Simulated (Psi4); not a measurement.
**triplet BBrCl2: levels of theory compared**

Wanted: a comparison of 5 runs (U-r2SCAN/cc-pVDZ, UM06-L/cc-pVDZ, UPBE/cc-pVDZ, USVWN5/cc-pVDZ, UTPSS/cc-pVDZ) of triplet BBrCl2. 

The results are computed with Psi4 1.11.

1 further run of the same task is left out (set aside as unsound or not needed).

**1. The molecule**

BBrCl2 has 4 atoms, charge 0, and is taken as a triplet. SMILES of the parent species: `ClB(Cl)Br`. The coordinates come from a PBE0-D4/def2-TZVP relaxation. That shape belongs to the parent species and isn't relaxed for this state.

Bond lengths: Cl1–B2 1.735 Å, B2–Cl3 1.735 Å, B2–Br4 1.901 Å. Angles: Cl1–B2–Cl3 120.1°, Cl1–B2–Br4 119.9°, Cl3–B2–Br4 119.9°.

**2. Energy and gradient at U-r2SCAN/cc-pVDZ (run 1)**

calc.inp reads:

```
memory 1600 mb

molecule mol {
  0 3
  Cl     0.582100     0.666000     1.510800
  B      0.037200    -0.038100     0.022100
  Cl     0.444300    -1.679200    -0.365600
  Br    -1.008100     0.991100    -1.187600
  symmetry c1
  no_reorient
  no_com
}

set globals {
  basis cc-pVDZ
  reference uks
  puream true
  e_convergence 1e-09
  d_convergence 1e-08
  scf_type pk
  dft_radial_points 99
  dft_spherical_points 590
  maxiter 200
}

result, w = gradient('r2scan', return_wfn=True)
oeprop(w, 'WIBERG_LOWDIN_INDICES', 'QUADRUPOLE', 'MULLIKEN_CHARGES', title='R2SCAN')
print_variables()
```

Run with:

```
psi4 calc.inp calc.out -n 1
```

calc.out:

```text
[...]
  Running in c1 symmetry.
[...]
  Nuclear repulsion =  351.409229119585689
[...]
  Multiplicity = 3
[...]
  Nalpha       = 38
  Nbeta        = 36
[...]
    Number of basis functions: 77
[...]
   @UKS iter   1: -3519.02386563879281   -8.83141e-01   8.90952e-03 ADIIS/DIIS
[...]
   @UKS iter  15: -3519.23368114803634   -4.09273e-12   2.08444e-09 DIIS
[...]
   @S^2 Observed:                2.007851138E+00
[...]
    Orbital Energies [Eh]
    ---------------------
    Alpha Occupied:
       1A   -482.315414     2A   -101.239023     3A   -101.239016
       4A    -62.390289     5A    -56.173549     6A    -56.171644
       7A    -56.169907     8A     -9.401565     9A     -9.401531
      10A     -8.705407    11A     -7.143645    12A     -7.143637
      13A     -7.142727    14A     -7.142721    15A     -7.136596
      16A     -7.136591    17A     -6.691375    18A     -6.508337
      19A     -6.505302    20A     -6.496946    21A     -2.605115
      22A     -2.604662    23A     -2.598549    24A     -2.596145
      25A     -2.594836    26A     -0.852454    27A     -0.814129
      28A     -0.792704    29A     -0.497486    30A     -0.423701
      31A     -0.420193    32A     -0.378808    33A     -0.342801
      34A     -0.336754    35A     -0.320604    36A     -0.316057
[...]
  @UKS Final Energy: -3519.23368114803634
   => Energetics <=
    Nuclear Repulsion Energy =            351.4092291195856887
    One-Electron Energy =               -5585.0113416426329422
    Two-Electron Energy =                1866.1863114532784493
    DFT Exchange-Correlation Energy =    -151.8178800782676205
    Empirical Dispersion Energy =           0.0000000000000000
    VV10 Nonlocal Energy =                  0.0000000000000000
    Total Energy =                      -3519.2336811480363394
[...]
  -Total Gradient:
     Atom            X                  Y                   Z
    ------   -----------------  -----------------  -----------------
       1       -0.008900484102    -0.015531921059    -0.027089277968
       2        0.002930309969    -0.002820459422     0.003369126369
       3       -0.006191646444     0.030335311489     0.009634480517
       4        0.012699213355    -0.012511409132     0.014706947398
[...]
 Multipole Moments:
 ------------------------------------------------------------------------------------
     Multipole            Electronic (a.u.)      Nuclear  (a.u.)        Total (a.u.)
 ------------------------------------------------------------------------------------
 L = 1.  Multiply by 2.5417464519 to convert [e a0] to [Debye]
 Dipole X            :         33.1456463          -33.3512095           -0.2055632
 Dipole Y            :        -32.4397844           32.6423732            0.2025888
 Dipole Z            :         41.3114652          -41.5495973           -0.2381320
 Magnitude           :                                                    0.3741728
 L = 2.  Multiply by 1.3450342976 to convert [e a0^2] to [Debye ang]
 Quadrupole XX       :       -195.6243208          159.5992608          -36.0250599
 Quadrupole XY       :        145.6421695         -146.6607499           -1.0185803
[...]
  Mulliken Charges: (a.u.)
   Center  Symbol    Alpha    Beta     Spin     Total
       1    CL     8.65199  8.32929  0.32271  0.01872
       2     B     3.00214  2.14851  0.85362 -0.15065
       3    CL     8.65204  8.32926  0.32278  0.01869
       4    BR    17.69383 17.19294  0.50089  0.11323
   Total alpha = 38.00000, Total beta = 36.00000, Total charge =  0.00000
  Wiberg Bond Indices using Orthogonal Lowdin Orbitals:
  Total Bond Index:
  Irrep: 1 Size: 4 x 4
[...]
```

Run time: 1.8 min. Hardware: 1 thread of Intel Xeon Platinum 8488C (Sapphire Rapids), shared host; peak memory 1 GiB.

**3. The energy at UM06-L/cc-pVDZ (run 2)**

job.json reads:

```json
{
  "schema_name": "qcschema_input",
  "schema_version": 1,
  "molecule": {
    "schema_name": "qcschema_molecule",
    "schema_version": 2,
    "symbols": ["Cl", "B", "Cl", "Br"],
    "geometry": [1.10000958, 1.2585576, 2.85499823, 0.07029781, -0.07199857, 0.04176295, 0.83960532, -3.17322811, -0.69088387, -1.90503291, 1.87290756, -2.24423875],
    "molecular_charge": 0,
    "molecular_multiplicity": 3,
    "fix_symmetry": "c1"
  },
  "driver": "energy",
  "model": {
    "method": "m06-l",
    "basis": "cc-pVDZ"
  },
  "keywords": {
    "reference": "uks",
    "puream": true,
    "e_convergence": 1e-09,
    "d_convergence": 1e-08,
    "scf_type": "pk",
    "dft_radial_points": 99,
    "dft_spherical_points": 590,
    "maxiter": 200,
    "scf_properties": ["WIBERG_LOWDIN_INDICES", "MULLIKEN_CHARGES", "MAYER_INDICES"]
  }
}
```

Run with:

```
psi4 --qcschema job.json -n 1 --memory 1600MB
```

stdout, cut to the lines that bear on the results:

```text
[...]
  Running in c1 symmetry.
[...]
  Nuclear repulsion =  351.409228964059366
[...]
  Multiplicity = 3
[...]
  Nalpha       = 38
  Nbeta        = 36
[...]
    Number of basis functions: 77
[...]
   @UKS iter   1: -3519.01284280894288   -9.20941e-01   8.74218e-03 ADIIS/DIIS
[...]
   @UKS iter  15: -3519.21237434549494   -1.40972e-11   4.26187e-09 DIIS
[...]
   @S^2 Observed:                2.007345056E+00
[...]
  @UKS Final Energy: -3519.21237434549494
   => Energetics <=
    Nuclear Repulsion Energy =            351.4092289640593663
    One-Electron Energy =               -5584.8903477643762017
    Two-Electron Energy =                1866.0970918929608615
    DFT Exchange-Correlation Energy =    -151.8283474381387350
    Empirical Dispersion Energy =           0.0000000000000000
    VV10 Nonlocal Energy =                  0.0000000000000000
    Total Energy =                      -3519.2123743454949363
[...]
 Multipole Moments:
 ------------------------------------------------------------------------------------
     Multipole            Electronic (a.u.)      Nuclear  (a.u.)        Total (a.u.)
 ------------------------------------------------------------------------------------
 L = 1.  Multiply by 2.5417464519 to convert [e a0] to [Debye]
 Dipole X            :         -4.8078364            4.4863051           -0.3215313
 Dipole Y            :          4.7334429           -4.4166878            0.3167551
 Dipole Z            :         -5.5630648            5.1907745           -0.3722902
 Magnitude           :                                                    0.5850779
[...]
  Mulliken Charges: (a.u.)
   Center  Symbol    Alpha    Beta     Spin     Total
       1    CL     8.66656  8.36921  0.29736 -0.03577
       2     B     2.95097  2.11440  0.83657 -0.06537
       3    CL     8.66661  8.36919  0.29742 -0.03580
       4    BR    17.71586 17.14721  0.56865  0.13694
   Total alpha = 38.00000, Total beta = 36.00000, Total charge =  0.00000
  Mayer Bond Indices:
  Total Bond Index:
  Irrep: 1 Size: 4 x 4
[...]
```

The result, in JSON:

```text
{
 "driver": "energy",
 "model": {
  "method": "m06-l",
  "basis": "cc-pVDZ"
 },
 "success": true,
 "return_result": -3519.212374345495,
 "properties": {
  "calcinfo_nbasis": 77,
  "calcinfo_nmo": 77,
  "calcinfo_nalpha": 38,
  "calcinfo_nbeta": 36,
  "calcinfo_natom": 4,
  "nuclear_repulsion_energy": 351.40922896405937,
  "return_energy": -3519.212374345495,
  "scf_one_electron_energy": -5584.890347764376,
  "scf_two_electron_energy": 1866.0970918929609,
  "scf_xc_energy": -151.82834743813874,
  "scf_dipole_moment": [-0.32153133865786465, 0.3167550768125018, -0.37229023807655626],
  "scf_total_energy": -3519.212374345495,
  "scf_iterations": 15
 }
}
```

Wall time 42 s (1 thread of Intel Xeon Platinum 8488C (Sapphire Rapids), shared host); peak memory 1 GiB.

Runs 3 to 4 aren't shown in full; the table further down has their settings and results.

**4. A single-point energy at UTPSS/cc-pVDZ (run 5)**

calc.inp reads:

```
memory 1600 mb

molecule system {
  0 3
  Cl
  B 1 r2
  Cl 2 r3 1 a3
  Br 2 r4 1 a4 3 d4

  r2 = 1.734618
  r3 = 1.734719
  a3 = 120.13863
  r4 = 1.901389
  a4 = 119.93408
  d4 = -179.98338
  symmetry c1
}

set reference uks
set puream true
set e_convergence 1e-09
set d_convergence 1e-08
set scf_type pk
set dft_radial_points 99
set dft_spherical_points 590
set maxiter 200

result, w = energy('tpss/cc-pVDZ', return_wfn=True)
oeprop(w, 'LOWDIN_CHARGES', 'WIBERG_LOWDIN_INDICES', 'MULLIKEN_CHARGES')
print_variables()
```

Run with:

```
psi4 -i calc.inp -o calc.out -n 1
```

calc.out, cut to the lines that bear on the results:

```text
[...]
  Running in c1 symmetry.
[...]
  Nuclear repulsion =  351.409230160334801
[...]
  Multiplicity = 3
[...]
  Nalpha       = 38
  Nbeta        = 36
[...]
    Number of basis functions: 77
[...]
   @UKS iter   1: -3519.05777595843620   -8.40539e-01   9.09300e-03 DIIS/ADIIS
[...]
   @UKS iter  15: -3519.27849737938823   -3.63798e-12   5.21533e-09 DIIS
[...]
   @S^2 Observed:                2.005222388E+00
[...]
  @UKS Final Energy: -3519.27849737938823
   => Energetics <=
    Nuclear Repulsion Energy =            351.4092301603348005
    One-Electron Energy =               -5584.9553218702931190
    Two-Electron Energy =                1866.1186787224655745
    DFT Exchange-Correlation Energy =    -151.8510843918958813
    Empirical Dispersion Energy =           0.0000000000000000
    VV10 Nonlocal Energy =                  0.0000000000000000
    Total Energy =                      -3519.2784973793882273
[...]
 Multipole Moments:
 ------------------------------------------------------------------------------------
     Multipole            Electronic (a.u.)      Nuclear  (a.u.)        Total (a.u.)
 ------------------------------------------------------------------------------------
 L = 1.  Multiply by 2.5417464519 to convert [e a0] to [Debye]
 Dipole X            :         -0.0016466            0.0013824           -0.0002642
 Dipole Y            :          7.3537451           -7.0712102            0.2825348
 Dipole Z            :          4.2340709           -4.0713879            0.1626830
 Magnitude           :                                                    0.3260242
[...]
  Mulliken Charges: (a.u.)
   Center  Symbol    Alpha    Beta     Spin     Total
       1    CL     8.65193  8.32466  0.32727  0.02341
       2     B     3.00369  2.14844  0.85525 -0.15213
       3    CL     8.65198  8.32464  0.32734  0.02338
       4    BR    17.69240 17.20226  0.49014  0.10534
   Total alpha = 38.00000, Total beta = 36.00000, Total charge = -0.00000
  Lowdin Charges: (a.u.)
   Center  Symbol    Alpha    Beta     Spin     Total
       1    CL     8.49911  8.13719  0.36192  0.36371
       2     B     3.45903  2.70364  0.75538 -1.16267
[...]
```

Run time: 49 s. Hardware: 1 thread of Intel Xeon Platinum 8488C (Sapphire Rapids), shared host; peak memory 1 GiB.

**5. Overview of the runs**

| run | level | task | energy (Eh) | dipole moment (D) | HOMO energy (eV) | ⟨S²⟩ | wall time |
| --- | --- | --- | --- | --- | --- | --- | --- |
| 1 | U-r2SCAN/cc-pVDZ | gradient | -3519.233681 | 0.95 | -2.73 | 2.008 | 1.8 min |
| 2 | UM06-L/cc-pVDZ | energy | -3519.212374 | 1.49 | -2.46 | 2.007 | 42 s |
| 3 | UPBE/cc-pVDZ | energy | -3518.525470 | 0.85 | -2.33 | 2.003 | 28 s |
| 4 | USVWN5/cc-pVDZ | gradient | -3512.540695 | 0.76 | -2.32 | 2.002 | 93 s |
| 5 | UTPSS/cc-pVDZ | energy | -3519.278497 | 0.83 | -2.48 | 2.005 | 49 s |

**6. Summary of results**

```
                                 quantity           value
                      run 5: total energy  -3519.27850 Eh
                     run 5: dipole moment          0.83 D
run 5: HOMO energy (highest over α and β)        -2.48 eV
                              run 5: ⟨S²⟩           2.005
```

What this shows: The dipole moment (its size) runs from 0.76 D (USVWN5/cc-pVDZ) to 1.49 D (UM06-L/cc-pVDZ). Totals of different functionals can't be ranked against each other. All runs together took 5.4 min, the longest 1.8 min.
